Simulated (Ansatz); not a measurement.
**CuB2O4−: energies up the ladder**

The task, for CuB2O4−: energies up the ladder. Charge -1.

Computed with Ansatz 0.2.0 (the levels named in each step, unless a step's input says otherwise).

## Step 1: The system as given

Bond lengths: O1–B2 1.224 Å, B2–O3 1.255 Å, O3–Cu4 1.710 Å, Cu4–O5 1.708 Å, O5–B6 1.253 Å, B6–O7 1.225 Å. Angles: O1–B2–O3 176.5°, B2–O3–Cu4 149.0°, O3–Cu4–O5 179.5°, Cu4–O5–B6 154.7°, O5–B6–O7 176.9°.

Coordinates:

```xyz
7

O    -4.0382   -0.2820    0.2816
B    -2.8231   -0.2412    0.4242
O    -1.5882   -0.2081    0.6460
Cu    0.0060   -0.0686    0.0433
O     1.5994    0.0573   -0.5596
B     2.8147    0.3559   -0.4945
O     4.0087    0.6278   -0.4926
```

## Step 2: A rough first relaxation, PBE-D4/def2-SVPD

Input file input.yaml:

```yaml
crystal:
  periodic: [false, false, false]
  atoms:
    - { symbol: O, position_ang: [-4.03825, -0.28198, 0.28161] }
    - { symbol: B, position_ang: [-2.82309, -0.24121, 0.42421] }
    - { symbol: O, position_ang: [-1.58817, -0.2081, 0.64601] }
    - { symbol: Cu, position_ang: [0.00605, -0.06861, 0.04331] }
    - { symbol: O, position_ang: [1.59939, 0.05728, -0.55958] }
    - { symbol: B, position_ang: [2.81467, 0.35594, -0.49446] }
    - { symbol: O, position_ang: [4.00866, 0.62779, -0.49259] }
total_charge: -1
basis:
  gaussian: { orbitals: def2-SVPD }
hamiltonian:
  xc: pbe
  dispersion: d4
relax:
  f_tol: 0.03
  max_steps: 200
```

On the command line:

```sh
$ ansatz run input.yaml --threads 8 --pin off --max-ram 22528MiB --backend cpu --events-out ev --progress --plain --runs-dir out
```

Further steps of the session: Relaxation, PBE0-D4/def2-TZVPPD; Frequencies, PBE0-D4/def2-TZVPPD; Single point, PBE-D4/def2-TZVPPD; Single point, r2SCAN-D4/def2-TZVPPD; Single point, B3LYP-D4/def2-TZVPPD; Single point, wB97M-V/def2-TZVPPD; Single point, B2PLYP/def2-TZVPPD; Single point, LDA/def2-TZVPPD; Single point, PBE0-D4/def2-SVPD; Single point, PBE-D4/def2-SVPD; The cation of multiplicity 2 at the same geometry, PBE0-D4/def2-TZVPPD; The cation of multiplicity 2 at the same geometry, PBE-D4/def2-TZVPPD; The cation of multiplicity 2 at the same geometry, r2SCAN-D4/def2-TZVPPD; The cation of multiplicity 2 at the same geometry, B3LYP-D4/def2-TZVPPD; The cation of multiplicity 2 at the same geometry, wB97M-V/def2-TZVPPD; The cation of multiplicity 2 at the same geometry, B2PLYP/def2-TZVPPD.

Before running it: what results should come out? Wanted: O1–B2 at PBE0-D4/def2-TZVPPD; B2–O3 at PBE0-D4/def2-TZVPPD; O3–Cu4 at PBE0-D4/def2-TZVPPD; frequencies at PBE0-D4/def2-TZVPPD; vertical ionisation energy, B2PLYP/def2-TZVPPD.

**Answer**, as computed:

| quantity | value |
| --- | --- |
| O1–B2 at PBE0-D4/def2-TZVPPD | 1.238 Å |
| B2–O3 at PBE0-D4/def2-TZVPPD | 1.276 Å |
| O3–Cu4 at PBE0-D4/def2-TZVPPD | 1.827 Å |
| frequencies at PBE0-D4/def2-TZVPPD | 6 to 2056 cm⁻¹ |
| vertical ionisation energy, B2PLYP/def2-TZVPPD | 5.758 eV |

In words: No mode is imaginary, so the geometry is a minimum. For the vertical ionisation energy, wB97M-V/def2-TZVPPD comes nearest to B2PLYP/def2-TZVPPD (-0.38 eV) and PBE-D4/def2-TZVPPD is farthest (-1.13 eV).
